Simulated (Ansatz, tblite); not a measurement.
**(BeO)3 ring (Be₃O₃): removing an electron**

An exercise on one series of results from a longer session: the logs are not shown, and one member is left open.

Program: Ansatz 0.2.0, Gaussian basis. Level of theory: as each input shows. These are calculated values, not measurements.

Plan: charge +1 doublet, at the geometry of the singlet (PBE0-D4/def2-TZVP, PBE-D4/def2-TZVP, r2SCAN-D4/def2-TZVP, CCSD(T)/def2-TZVPP); the starting singlet's energies come from earlier runs.

## The relaxed structure

The geometry is that of the singlet, from an earlier relaxation (PBE0-D4/def2-SVP).

6 atoms, charge 0, spin multiplicity 1.

Atoms are counted from 1 here; the program's logs count them from 0.

Bond lengths: Be1–O2 1.468 Å, Be1–O6 1.468 Å, O2–Be3 1.468 Å, Be3–O4 1.468 Å, O4–Be5 1.468 Å, Be5–O6 1.468 Å. Angles: O2–Be1–O6 141.0°, Be1–O2–Be3 99.0°, O2–Be3–O4 141.0°, Be3–O4–Be5 99.0°, O4–Be5–O6 141.0°, Be1–O6–Be5 99.0°.

Coordinates:

```xyz
6

Be   -1.2763   -0.1597    0.0782
O    -0.6703   -1.3497   -0.5313
Be    0.7357   -0.9287   -0.5067
O     1.5826    0.1980   -0.0970
Be    0.5406    1.0885    0.4285
O    -0.9123    1.1516    0.6283
```

Set-up of the first run:

File in.yaml:

```yaml
crystal:
  periodic: [false, false, false]
  atoms:
    - {symbol: Be, position_ang: [-1.276307, -0.159711, 0.078223]}
    - {symbol: O, position_ang: [-0.670338, -1.349664, -0.531320]}
    - {symbol: Be, position_ang: [0.735704, -0.928748, -0.506719]}
    - {symbol: O, position_ang: [1.582604, 0.198023, -0.096984]}
    - {symbol: Be, position_ang: [0.540611, 1.088466, 0.428490]}
    - {symbol: O, position_ang: [-0.912264, 1.151634, 0.628300]}
basis:
  gaussian: {orbitals: def2-SVP}
total_charge: 1
magnetization: {spin_polarized: true, initial_magnetization: 1}
hamiltonian: {xc: pbe0, dispersion: d4}
output: {orbitals: {seedname: orbitals}}
```

Started as:

```sh
$ ansatz run in.yaml --threads 4 --pin off --events-out ev --progress --plain --max-ram 3916MiB
```

Among the steps run: Charge +1 doublet at the fixed geometry, first pass, PBE0-D4/def2-SVP; Charge +1 doublet at the fixed geometry, PBE0-D4/def2-TZVP; Charge +1 doublet at the fixed geometry, PBE-D4/def2-TZVP; Charge +1 doublet at the fixed geometry, r2SCAN-D4/def2-TZVP; Charge +1 doublet at the fixed geometry, CCSD(T)/def2-TZVPP.

One of the session's tables, all rows but one given; the rest of the session is left out.

It belongs to the step «Vertical ionisation energy». 

| method | vertical ionisation energy (eV) |
| --- | --- |
| HF/def2-TZVPP | 9.72 |
| PBE-D4/def2-TZVP | 10.39 |
| r2SCAN-D4/def2-TZVP | 10.51 |
| PBE0-D4/def2-TZVP | 10.79 |
| MP2/def2-TZVPP | ? |
| CCSD/def2-TZVPP | 11.10 |
| CCSD(T)/def2-TZVPP | 11.12 |

Q: Estimate the row for MP2/def2-TZVPP from the others.

The run gave: vertical ionisation energy (eV): 11.58. In the column «vertical ionisation energy (eV)» it is the highest.
